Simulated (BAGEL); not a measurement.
**HF/STO-3G (density fitting with qzvpp-jkfit) run of CH4BClS (SMILES CSBCl)**

What is the vertical ionisation energy of CH4BClS at HF/STO-3G (density fitting with qzvpp-jkfit)? 

The calculation is run with BAGEL 1.2.2.

**1. Starting point**

The species is CH4BClS (8 atoms), meant as a singlet with charge 0. As SMILES, `CSBCl`. The shape is that of a PBE0-D4/def2-TZVP optimisation. This is one conformer, not always the lowest.

Bond lengths: C1–S2 1.810 Å, S2–B3 1.766 Å, B3–Cl4 1.749 Å, C1–H5 1.088 Å, C1–H6 1.089 Å, C1–H7 1.089 Å, B3–H8 1.191 Å. Angles: C1–S2–B3 103.2°, S2–B3–Cl4 119.0°, S2–C1–H5 110.2°, S2–C1–H6 109.0°, S2–C1–H7 109.0°, S2–B3–H8 121.7°, Cl4–B3–H8 119.3°, H5–C1–H6 109.7°, H5–C1–H7 109.7°, H6–C1–H7 109.3°.

**2. A single-point energy at HF/STO-3G (density fitting with qzvpp-jkfit)**

Contents of input.json:

```json
{ "bagel": [

{
  "title": "molecule",
  "basis": "sto-3g",
  "df_basis": "qzvpp-jkfit",
  "angstrom": true,
  "geometry": [
    { "atom": "C", "xyz": [   -0.471000,    1.184200,    0.216300 ] },
    { "atom": "S", "xyz": [    0.979400,    0.341100,   -0.461900 ] },
    { "atom": "B", "xyz": [    0.578900,   -1.367600,   -0.269600 ] },
    { "atom": "Cl", "xyz": [    1.728300,   -2.572200,   -0.805600 ] },
    { "atom": "H", "xyz": [   -1.201900,    0.455300,    0.560900 ] },
    { "atom": "H", "xyz": [   -0.157800,    1.812600,    1.049100 ] },
    { "atom": "H", "xyz": [   -0.912200,    1.808700,   -0.559500 ] },
    { "atom": "H", "xyz": [   -0.451500,   -1.719100,    0.214500 ] }
  ]
},
{ "title": "hf" },
{ "title": "print", "file": "orbitals.molden", "orbitals": true }

]}
```

Run with:

```bash
$ BAGEL_NUM_THREADS=1 BAGEL input.json > input.out
```

Log:

```text
* using 1 threads per process

  ===============================================================
  ===============================================================

  *** Geometry ***

  { "atom" : "C", "xyz" : [     -0.890061,      2.237814,      0.408748 ] },
  { "atom" : "S", "xyz" : [      1.850798,      0.644586,     -0.872864 ] },
  { "atom" : "B", "xyz" : [      1.093962,     -2.584389,     -0.509470 ] },
  { "atom" : "Cl", "xyz" : [      3.266014,     -4.860754,     -1.522363 ] },
  { "atom" : "H", "xyz" : [     -2.271262,      0.860392,      1.059947 ] },
  { "atom" : "H", "xyz" : [     -0.298199,      3.425318,      1.982512 ] },
  { "atom" : "H", "xyz" : [     -1.723808,      3.417948,     -1.057302 ] },
  { "atom" : "H", "xyz" : [     -0.853211,     -3.248628,      0.405346 ] },

  Number of auxiliary basis functions:      478

  Since a DF basis is specified, we compute 2- and 3-index integrals:
    o Being stored without compression. Storage requirement is 0.004 GB

  Number of basis functions:       32
  Number of electrons      :       48

    * METHOD: MOLECULE                             0.13

  *** RHF ***

  === Nuclear Repulsion ===
   181.9136159432

      * DIIS with orbital gradients will be used.

  === RHF iteration (sto-3g) ===
      0       -911.86343495          0.01323165           0.02
      1       -911.93238372          0.00430914           0.02
      2       -911.93944572          0.00089984           0.02
      3       -911.93989146          0.00012605           0.02
      4       -911.93990085          0.00004644           0.02
      5       -911.93990250          0.00001475           0.02
      6       -911.93990271          0.00000298           0.02
      7       -911.93990272          0.00000084           0.02
      8       -911.93990272          0.00000021           0.02
      9       -911.93990272          0.00000007           0.02
     10       -911.93990272          0.00000002           0.02
     11       -911.93990272          0.00000001           0.02
    * SCF iteration converged.

    * Permanent dipole moment:
           (    0.761905,    -0.829498,    -0.355272) a.u.

    * METHOD: HF                                   0.28

    * METHOD: PRINT                                0.00

  ===============================================================
```

It took 0.54 s on 1 thread of Arm Neoverse V2, shared host.

**3. The doublet cation at the same level**

Contents of input.json:

```json
{ "bagel" : [

{
  "title" : "molecule",
  "basis" : "sto-3g",
  "df_basis" : "qzvpp-jkfit",
  "angstrom" : true,
  "geometry" : [
    { "atom" : "C", "xyz" : [      -0.471000,       1.184200,       0.216300 ] },
    { "atom" : "S", "xyz" : [       0.979400,       0.341100,      -0.461900 ] },
    { "atom" : "B", "xyz" : [       0.578900,      -1.367600,      -0.269600 ] },
    { "atom" : "Cl", "xyz" : [       1.728300,      -2.572200,      -0.805600 ] },
    { "atom" : "H", "xyz" : [      -1.201900,       0.455300,       0.560900 ] },
    { "atom" : "H", "xyz" : [      -0.157800,       1.812600,       1.049100 ] },
    { "atom" : "H", "xyz" : [      -0.912200,       1.808700,      -0.559500 ] },
    { "atom" : "H", "xyz" : [      -0.451500,      -1.719100,       0.214500 ] }
  ]
},

{
  "title" : "uhf",
  "charge" : 1,
  "nopen" : 1
},

{
  "title" : "print",
  "file" : "orbitals.molden",
  "orbitals" : true
}

]}
```

Run with:

```bash
$ BAGEL_NUM_THREADS=1 BAGEL input.json > input.out
```

Log:

```text
* using 1 threads per process

  ===============================================================
  ===============================================================

  *** Geometry ***

  { "atom" : "C", "xyz" : [     -0.890061,      2.237814,      0.408748 ] },
  { "atom" : "S", "xyz" : [      1.850798,      0.644586,     -0.872864 ] },
  { "atom" : "B", "xyz" : [      1.093962,     -2.584389,     -0.509470 ] },
  { "atom" : "Cl", "xyz" : [      3.266014,     -4.860754,     -1.522363 ] },
  { "atom" : "H", "xyz" : [     -2.271262,      0.860392,      1.059947 ] },
  { "atom" : "H", "xyz" : [     -0.298199,      3.425318,      1.982512 ] },
  { "atom" : "H", "xyz" : [     -1.723808,      3.417948,     -1.057302 ] },
  { "atom" : "H", "xyz" : [     -0.853211,     -3.248628,      0.405346 ] },

  Number of auxiliary basis functions:      478

  Since a DF basis is specified, we compute 2- and 3-index integrals:
    o Being stored without compression. Storage requirement is 0.004 GB

  Number of basis functions:       32
  Number of electrons      :       48

    * METHOD: MOLECULE                             0.13

  *** Open-shell HF ***

  === Nuclear Repulsion ===
   181.9136159432

      * DIIS with orbital gradients will be used.

  === UHF iteration (sto-3g) ===
      0       -911.56648990          0.02947909           0.03
      1       -911.67246570          0.00827657           0.03
      2       -911.68054307          0.00271915           0.03
      3       -911.68156403          0.00082419           0.03
      4       -911.68184772          0.00014257           0.03
      5       -911.68188228          0.00002304           0.03
      6       -911.68188944          0.00000972           0.03
      7       -911.68189216          0.00000748           0.03
      8       -911.68189433          0.00000407           0.03
      9       -911.68189463          0.00000101           0.03
     10       -911.68189464          0.00000036           0.03
     11       -911.68189465          0.00000014           0.03
     12       -911.68189465          0.00000006           0.03
     13       -911.68189465          0.00000002           0.03
     14       -911.68189465          0.00000001           0.03
    * SCF iteration converged.

    * S^2 (UHF) is 0.7581

    * Permanent dipole moment:
           (    1.135926,    -1.915564,    -0.527931) a.u.

    * METHOD: UHF                                  0.58

    * METHOD: PRINT                                0.00

  ===============================================================
```

It took 0.84 s on 1 thread of Arm Neoverse V2, shared host.

**4. Summary of results**

At HF/STO-3G (density fitting with qzvpp-jkfit):

```
                                          quantity          value
                     singlet CH4BClS: total energy  -911.93990 Eh
                    singlet CH4BClS: dipole moment         3.00 D
                      singlet CH4BClS: HOMO energy       -8.18 eV
                      singlet CH4BClS: LUMO energy        6.48 eV
                    singlet CH4BClS: HOMO–LUMO gap       14.66 eV
                      doublet cation: total energy  -911.68189 Eh
                              doublet cation: ⟨S²⟩          0.758
vertical ionisation energy (to the doublet cation)       7.021 eV
```

Removing an electron at fixed nuclei costs 7.02 eV (677 kJ/mol). The negative HOMO energy of the first species, 8.18 eV, lies 1.16 eV above that difference. In a minimal basis such a difference can be off by several eV, whatever the method.
